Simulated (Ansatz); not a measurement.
**GaBH₄: ionisation energy by level of theory**

One table from this session's results is given with a row withheld; the runs are named, their logs left out.

Program: Ansatz 0.2.0, Gaussian basis. Level of theory: unrestricted cation, the program's frozen cores in correlated methods. These are calculated values, not measurements.

Levels to be run: UKS PBE-D4/def2-TZVPP; UKS r2SCAN-D4/def2-TZVPP; UKS PBE0-D4/def2-TZVPP; UKS B3LYP-D4/def2-TZVPP; UKS wB97X-V/def2-TZVPP; UKS wB97M-V/def2-TZVPP; UKS B2PLYP/def2-TZVPP; UHF-CCSD(T)/def2-TZVPP; UHF-MP2/def2-QZVPP; extrapolation to the limit; then −ε(HOMO) from the neutral's earlier runs with LDA (SPW92), PBE-D4, revPBE-D4, BLYP-D4, r2SCAN-D4, B97M-V, PBE0-D4, B3LYP-D4, r2SCANh-D4, r2SCAN0-D4, HSE06-D4, BHLYP-D4, CAM-B3LYP-D4, LC-ωPBE, ωB97X-V, ωB97M-V.

### Structure used throughout

The geometry comes from an earlier relaxation with PBE0-D4 in a triple-zeta def2 set; it is a stationary point.

6 atoms, charge 0, spin multiplicity 1.

Atoms are counted from 1 here; the program's logs count them from 0.

Bond lengths: B1–Ga2 2.065 Å, B1–H3 1.199 Å, B1–H4 1.199 Å, Ga2–H5 1.576 Å, Ga2–H6 1.576 Å. Angles: Ga2–B1–H3 122.1°, Ga2–B1–H4 122.2°, H3–B1–H4 115.7°, B1–Ga2–H5 122.3°, B1–Ga2–H6 122.1°, H5–Ga2–H6 115.6°.

Set-up of the first run:

in.yaml

```yaml
crystal:
  periodic: [false, false, false]
  atoms:
    - {symbol: B, position_ang: [0.054211, -1.108880, 0.023878]}
    - {symbol: Ga, position_ang: [-0.034891, 0.952922, -0.036773]}
    - {symbol: H, position_ang: [-0.697745, -1.759725, 0.692887]}
    - {symbol: H, position_ang: [0.861265, -1.732034, -0.606084]}
    - {symbol: H, position_ang: [-0.921566, 1.727156, -1.084048]}
    - {symbol: H, position_ang: [0.780725, 1.856462, 0.964042]}
basis:
  gaussian: {orbitals: def2-TZVPP}
total_charge: 1
magnetization: {spin_polarized: true, initial_magnetization: 1}
hamiltonian: {xc: pbe, dispersion: d4}
```

Launch:

```console
$ ansatz run in.yaml --threads 2 --pin off --events-out ev --progress --plain --max-ram 4352MiB
```

Steps of the session up to this table: Cation, UKS PBE-D4/def2-TZVPP; Cation, UKS r2SCAN-D4/def2-TZVPP; Cation, UKS PBE0-D4/def2-TZVPP; Cation, UKS B3LYP-D4/def2-TZVPP; Cation, UKS wB97X-V/def2-TZVPP; Cation, UKS wB97M-V/def2-TZVPP; Cation, UKS B2PLYP (frozen core)/def2-TZVPP; Cation, UHF-CCSD(T)/def2-TZVPP; Cation, UHF-MP2/def2-QZVPP.

One of the session's tables, all rows but one given; the rest of the session is left out.

Orbital estimates, from the neutral's runs:

```
  functional  −ε(HOMO) (eV)
 LDA (SPW92)           6.57
      PBE-D4           6.47
   revPBE-D4           6.43
     BLYP-D4           6.36
   r2SCAN-D4           6.73
      B97M-V           6.81
     PBE0-D4           7.62
    B3LYP-D4           7.43
  r2SCANh-D4           7.15
  r2SCAN0-D4           7.78
    HSE06-D4           7.22
    BHLYP-D4           8.68
CAM-B3LYP-D4           8.96
     LC-ωPBE              ?
     ωB97X-V           9.95
     ωB97M-V           9.77
```

**Question.** Estimate the row for LC-ωPBE.

As computed: −ε(HOMO) (eV): 10.31. In the column «−ε(HOMO) (eV)» it is the highest.
